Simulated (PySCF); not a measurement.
# C2H5ClSi (SMILES CC[Si]Cl) at 6 levels

We compute a comparison of 6 runs (HF/STO-3G, PBE/STO-3G, B3LYP/6-31G*, MP2/def2-SVP, MP2/def2-TZVP) of C2H5ClSi. Input form: a Python script.

Program for the calculation: PySCF 2.14.0.

## Step 1: The molecule

C2H5ClSi: 9 atoms, total charge 0, spin state singlet. As SMILES, `CC[Si]Cl`. Geometry: relaxed at PBE0-D4/def2-TZVP. This is one conformer, not always the lowest.

Bond lengths: C1–C2 1.519 Å, C2–Si3 1.893 Å, Si3–Cl4 2.091 Å, C1–H5 1.093 Å, C1–H6 1.092 Å, C1–H7 1.092 Å, C2–H8 1.103 Å, C2–H9 1.103 Å. Some angles: C1–C2–Si3 123.2°, C2–Si3–Cl4 101.5°, C1–C2–H8 111.3°, C1–C2–H9 111.3°, Si3–C2–H8 103.0°, Si3–C2–H9 103.0°, C2–C1–H5 111.6°, C2–C1–H6 111.2°, C2–C1–H7 111.2°, H8–C2–H9 102.8°.

## Step 2: Energy and forces at HF/STO-3G (run 1)

The input, input.py:

```python
from pyscf import gto

mol = gto.M(
    atom=[
    ('C', (0.398100, 0.855400, 0.105100)),
    ('C', (-0.690000, -0.132700, -0.277200)),
    ('Si', (-0.498700, -2.006500, -0.090400)),
    ('Cl', (1.433100, -2.152000, 0.697200)),
    ('H', (0.088200, 1.886900, -0.081300)),
    ('H', (1.313900, 0.673400, -0.460500)),
    ('H', (0.656900, 0.769200, 1.162000)),
    ('H', (-1.629400, 0.076600, 0.262300)),
    ('H', (-0.983700, -0.016800, -1.334300)),
],
    max_memory=1860,
    verbose=3,
    charge=0,
    basis='sto-3g',
)

hf = mol.RHF()
hf.conv_tol = 1e-10
hf.kernel()
if not hf.converged:
    hf = hf.newton().run(hf.mo_coeff, hf.mo_occ)

e_tot = hf.e_tot
print('E = %.10f Eh' % e_tot)
grad = hf.nuc_grad_method().kernel()
dip = hf.dip_moment()
pop, q = hf.mulliken_pop()
```

Started as:

```bash
$ OMP_NUM_THREADS=1 python input.py
```

What it wrote:

```text
converged SCF energy = -817.93336755669
[... 9 lines left out ...]
Dipole moment(X, Y, Z, Debye): -2.83728,  0.57250, -1.17788
[... 43 lines left out ...]
charge of    8H =      0.04032
```

Wall time 2.3 s (1 thread of Intel Xeon at 2.70GHz, shared host); peak memory 0.12 GiB.

## Step 3: Energy and gradient at PBE/STO-3G (run 2)

The input, calc.py:

```python
# CC[Si]Cl
import pyscf.grad
from pyscf import gto, dft

mol = gto.M(
    atom='''
C      0.398100     0.855400     0.105100
C     -0.690000    -0.132700    -0.277200
Si    -0.498700    -2.006500    -0.090400
Cl     1.433100    -2.152000     0.697200
H      0.088200     1.886900    -0.081300
H      1.313900     0.673400    -0.460500
H      0.656900     0.769200     1.162000
H     -1.629400     0.076600     0.262300
H     -0.983700    -0.016800    -1.334300
''',
    basis='sto-3g',
    charge=0,
    verbose=3,
    max_memory=1860,
    spin=0,
)

myscf = dft.RKS(mol)
myscf.xc = 'pbe'
myscf.conv_tol = 1e-10
myscf.grids.level = 5
myscf.kernel()
if not myscf.converged:
    myscf = myscf.newton().run(myscf.mo_coeff, myscf.mo_occ)

e_tot = myscf.e_tot
print('E = %.10f Eh' % e_tot)
grad = myscf.Gradients().kernel()
myscf.analyze()
```

Started as:

```bash
$ OMP_NUM_THREADS=1 python calc.py
```

What it wrote:

```text
converged SCF energy = -819.134777645344
[... 12 lines left out ...]
MO #3   energy= -9.70645934397872  occ= 2
[... 5 lines left out ...]
MO #9   energy= -4.85086079249318  occ= 2
[... 5 lines left out ...]
MO #15  energy= -0.525736239868517 occ= 2
[... 5 lines left out ...]
MO #21  energy= -0.222690543435083 occ= 2
[... 5 lines left out ...]
MO #27  energy= 0.275163035934718  occ= 0
[... 5 lines left out ...]
MO #33  energy= 0.471084236366796  occ= 0
[... 10 lines left out ...]
Dipole moment(X, Y, Z, Debye): -2.19686,  0.62607, -0.92279
```

It took 14 s on 1 thread of Intel Xeon at 2.70GHz, shared host; peak memory 0.39 GiB.

Runs 3 to 5 aren't shown in full; the table further down has their settings and results.

## Step 4: Energy and forces at MP2/def2-TZVP (run 6)

The input, run.py:

```python
# CC[Si]Cl
import pyscf.grad
from pyscf import gto, scf, mp

molecule = gto.Mole()
molecule.atom = [
    ('C', (0.398100, 0.855400, 0.105100)),
    ('C', (-0.690000, -0.132700, -0.277200)),
    ('Si', (-0.498700, -2.006500, -0.090400)),
    ('Cl', (1.433100, -2.152000, 0.697200)),
    ('H', (0.088200, 1.886900, -0.081300)),
    ('H', (1.313900, 0.673400, -0.460500)),
    ('H', (0.656900, 0.769200, 1.162000)),
    ('H', (-1.629400, 0.076600, 0.262300)),
    ('H', (-0.983700, -0.016800, -1.334300)),
]
molecule.verbose = 4
molecule.max_memory = 1860
molecule.basis = 'def2-tzvp'
molecule.build()

hf = scf.RHF(molecule)
hf.conv_tol = 1e-10
hf.kernel()
if not hf.converged:
    hf = hf.newton().run(hf.mo_coeff, hf.mo_occ)

pt = mp.MP2(hf, frozen=12).run()
energy = pt.e_tot
print(f'total energy: {energy:.8f} hartree')
grad = pt.Gradients().kernel()
dip = hf.dip_moment()
pop, q = hf.mulliken_pop()
```

Started as:

```bash
$ OMP_NUM_THREADS=1 python run.py
```

What it wrote:

```text
PySCF version 2.14.0

[... 65 lines left out ...]
converged SCF energy = -827.136447126237
[... 8 lines left out ...]
total energy: -827.76013003 hartree
[... 8 lines left out ...]
Dipole moment(X, Y, Z, Debye): -1.16961,  1.52995, -0.56106
[... 176 lines left out ...]
charge of    8H =      0.10586
```

Run time: 2.9 min. Hardware: 1 thread of Intel Xeon at 2.70GHz, shared host; peak memory 1.9 GiB.

## Step 5: Overview of the runs

| run | level | integration grid | Cartesian functions | energy (Eh) | dipole moment (D) of the reference | HOMO energy (eV) | LUMO energy (eV) | wall time |
| --- | --- | --- | --- | --- | --- | --- | --- | --- |
| 1 | HF/STO-3G | – | no | -817.933368 | 3.12 | -6.98 | 5.08 | 2.3 s |
| 2 | PBE/STO-3G | 5 | no | -819.134778 | 2.46 | -2.88 | -0.06 | 14 s |
| 3 | B3LYP/6-31G* (spherical functions) | 5 | no | -828.914537 | 2.15 | -6.31 | -2.52 | 26 s |
| 4 | B3LYP/6-31G* (Cartesian functions) | 5 | yes | -828.921047 | 2.14 | -6.31 | -2.52 | 38 s |
| 5 | MP2/def2-SVP | – | no | -827.292891 | 1.96 | -8.98 | 0.96 | 16 s |
| 6 | MP2/def2-TZVP | – | no | -827.760130 | 2.01 | -9.00 | 0.83 | 2.9 min |

## Step 6: Summary of results

```
                                           quantity          value
                                run 6: total energy  -827.76013 Eh
        run 6: dipole moment (Hartree–Fock density)         2.01 D
         run 6: HOMO energy (Hartree–Fock orbitals)       -9.00 eV
         run 6: LUMO energy (Hartree–Fock orbitals)        0.83 eV
       run 6: HOMO–LUMO gap (Hartree–Fock orbitals)        9.83 eV
run 6: correlation energy (12 core orbitals frozen)     -623.7 mEh
                    run 6: largest force on an atom     0.202 eV/Å
```

Over runs 1, 2, 3, 4 the dipole moment (its size) runs from 2.14 D (B3LYP/6-31G*) to 3.12 D (HF/STO-3G). The two ends differ in method and basis. Over runs 1, 2, 3, 4 the HOMO–LUMO gap runs from 2.82 eV (PBE/STO-3G) to 12.07 eV (HF/STO-3G). Exact exchange widens orbital gaps. Totals of different functionals can't be ranked against each other. In runs 1, 2 the basis is minimal, so the values are rough. All runs together took 4.5 min, the longest 2.9 min.
